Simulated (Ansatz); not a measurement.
# AsH2− (singlet): wave-function methods side by side, aug-cc-pVDZ

How much of the correlation energy of AsH2− (singlet) does each wave-function method recover here?

Program: Ansatz 0.2.0, Gaussian basis. Level of theory: aug-cc-pVDZ, core rule «outside noble gas», up to 14 orbitals frozen. These are calculated values, not measurements.

The runs, in order: UHF; CCSD(T) on RHF; BCCD(T) on RHF; CISD; CCSDT(Q) on RHF; CCSDTQ on RHF; CASSCF and MRCISD+Q, 8 electrons in 6 orbitals; CASSCF and MRCISD+Q(relaxed), 8 electrons in 6 orbitals; CASSCF and NEVPT2, 8 electrons in 6 orbitals.

### 1 The system

The geometry is a PBE0/def2-TZVPD stationary point (not a proven minimum). No spin-orbit coupling is included. The filled d shell of As may be among the frozen orbitals whatever the setting's name suggests; the logs give the count.

3 atoms, charge -1, spin multiplicity 1.

Atoms are counted from 1 here; the program's logs count them from 0.

Bond lengths: As1–H2 1.540 Å, As1–H3 1.540 Å. Angles: H2–As1–H3 90.8°.

In the tables R marks a restricted determinant and U an unrestricted one; 'valence' is the active space of 8 electrons in 6 orbitals; correlation energies count from the lowest restricted Hartree-Fock solution.

### 2 UHF

in.yaml reads:

```yaml
crystal:
  periodic: [false, false, false]
  atoms:
    - {symbol: As, position_ang: [0.000000, -0.028329, 0.000001]}
    - {symbol: H, position_ang: [0.000000, 1.052852, -1.097265]}
    - {symbol: H, position_ang: [0.000000, 1.052894, 1.097224]}
basis:
  gaussian: {orbitals: aug-cc-pVDZ}
total_charge: -1
magnetization: {spin_polarized: true, initial_magnetization: 0}
hamiltonian: {xc: hf}
output: {orbitals: {seedname: orbitals}}
```

Started as:

```
$ ansatz run in.yaml --threads 1 --pin off --events-out ev --progress --plain --max-ram 4096MiB --backend cpu
```

After this run come: CCSD(T) on RHF; BCCD(T) on RHF; CISD; CCSDT(Q) on RHF; CCSDTQ on RHF; CASSCF and MRCISD+Q, 8 electrons in 6 orbitals; CASSCF and MRCISD+Q(relaxed), 8 electrons in 6 orbitals; CASSCF and NEVPT2, 8 electrons in 6 orbitals.

Before running them: what should the planned runs give, taken together? Wanted: correlation energy, RCCSDTQ; RMP2 from RCCSDTQ; RCCSD from RCCSDTQ; RCCSD(T) from RCCSDTQ; RCCSDT(Q) from RCCSDTQ; NEVPT2 valence from RCCSDTQ; MRCISD+Q valence from RCCSDTQ; MRCISD+Q(relaxed) valence from RCCSDTQ; T1 diagnostic.

As calculated:

| quantity | value |
| --- | --- |
| correlation energy, RCCSDTQ | -4.5057 eV |
| RMP2 from RCCSDTQ | +18.77 kcal/mol |
| RCCSD from RCCSDTQ | +4.08 kcal/mol |
| RCCSD(T) from RCCSDTQ | +0.66 kcal/mol |
| RCCSDT(Q) from RCCSDTQ | +0.01 kcal/mol |
| NEVPT2 valence from RCCSDTQ | +22.65 kcal/mol |
| MRCISD+Q valence from RCCSDTQ | +0.57 kcal/mol |
| MRCISD+Q(relaxed) valence from RCCSDTQ | +0.18 kcal/mol |
| levels of the table within 1 kcal/mol (43 meV) | RCCSD(T), BCCD(T), RCCSDT, RCCSDT(Q), MRCISD+Q valence, MRCISD+Q(relaxed) valence |
| T1 diagnostic | 0.013 |
| effectively unpaired electrons | 0.01 |

What this shows: RCCSD(T) lands +0.66 kcal/mol from the yardstick (0.6 % of the correlation energy). One determinant dominates. Of the multireference levels listed MRCISD+Q(relaxed) valence comes nearest in total energy (+0.18 kcal/mol), which doesn't show that its space is the better one. These misses are within one basis, not against nature.
